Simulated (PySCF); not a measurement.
**Au⁺: excitation energy in def2-TZVPPD with ECP60**

Aim: the excitation energy of gold from differences of total energies, at each level of theory, and how far each lands from the tabulated value where there is one.

Method: unrestricted determinants in a Gaussian basis, no spin-orbit coupling in the energies. Code: PySCF 2.14.0.

### 1 The system

```
Element                                   : gold (Z = 79)
Basis                                     : def2-TZVPPD with the def2 core potential (60 electrons)
Hamiltonian                               : a scalar-relativistic core potential
State 1                                   : Au⁺: [Xe] 4f14 5d9 6s1, high-spin 3D determinant (an excited configuration)
Needed too, but not shown                 : Au⁺ [Xe] 4f14 5d10 (1S)
Methods                                   : CCSD(T)
Core shells frozen in the correlated runs : valence and next inner shell: nothing (for Au⁺)
```

Outer shells as boxes (Hund's rule):

Au+ [Xe] 4f14 5d9 6s1
```
[Xe] core
4f [↑↓][↑↓][↑↓][↑↓][↑↓][↑↓][↑↓]
5d [↑↓][↑↓][↑↓][↑↓][↑ ]
6s [↑ ]
```

The runs were made by one driver on top of PySCF. The scripts below sum up each run's settings (the driver also hands on starting orbitals that pick excited configurations, and frozen orbitals as a list rather than a count), and the logs come from the driver's own runs. The driver starts from symmetry-adapted Hartree-Fock orbitals, holds the occupation by maximum overlap and uses a logarithmic radial grid for functionals, so a plain start would take other cycles.

The integrals over 59 functions and the set-up took 0.63 s of CPU time.

### 2 Au⁺ [Xe] 4f14 5d9 6s1, at CCSD(T) (valence and next inner shell)

Level: CCSD(T) (valence and next inner shell).

Contents of input.py:

```python
from pyscf import gto, scf, dft, mp, cc
import basis_set_exchange as bse
txt = bse.get_basis("def2-TZVPPD", elements=["Au"], fmt="nwchem", header=False)
cut = txt.index("\nECP")
mol = gto.M(atom="Au 0 0 0", charge=1, spin=2, symmetry="D2h",
            basis=gto.basis.parse(txt[:cut]),
            ecp={"Au": gto.basis.parse_ecp(txt[cut:])})
mf = scf.UHF(mol)
mf.irrep_nelec = {'Ag': (4, 2), 'B1g': (1, 1), 'B2g': (1, 1), 'B3g': (1, 1), 'B1u': (1, 1), 'B2u': (1, 1), 'B3u': (1, 1)}
mf.kernel()
mycc = cc.CCSD(mf, frozen=0).run()
mycc.ccsd_t()
```

Before running it: what results should come out?

The runs gave:

| quantity | value |
| --- | --- |
| excitation energy, Au⁺ → [Xe] 4f14 5d9 6s1 | UHF 2.118, CCSD(T) (valence and next inner shell) 2.368 eV |

Each level's miss (mean over 1 difference):

```
                                method  mean absolute miss against CCSD(T) (valence and next inner shell) (eV)
                                   UHF                                                                   0.249
    MP2 (valence and next inner shell)                                                                   0.071
SCS-MP2 (valence and next inner shell)                                                                   0.117
   CCSD (valence and next inner shell)                                                                   0.025
CCSD(T) (valence and next inner shell)                                                                   0.000
```

In words: The methods span 0.366 eV, from UHF (2.118) to SCS-MP2 (valence and next inner shell) (2.485). No reference value is at hand in this session. The basis is finite, and no extrapolation was made.
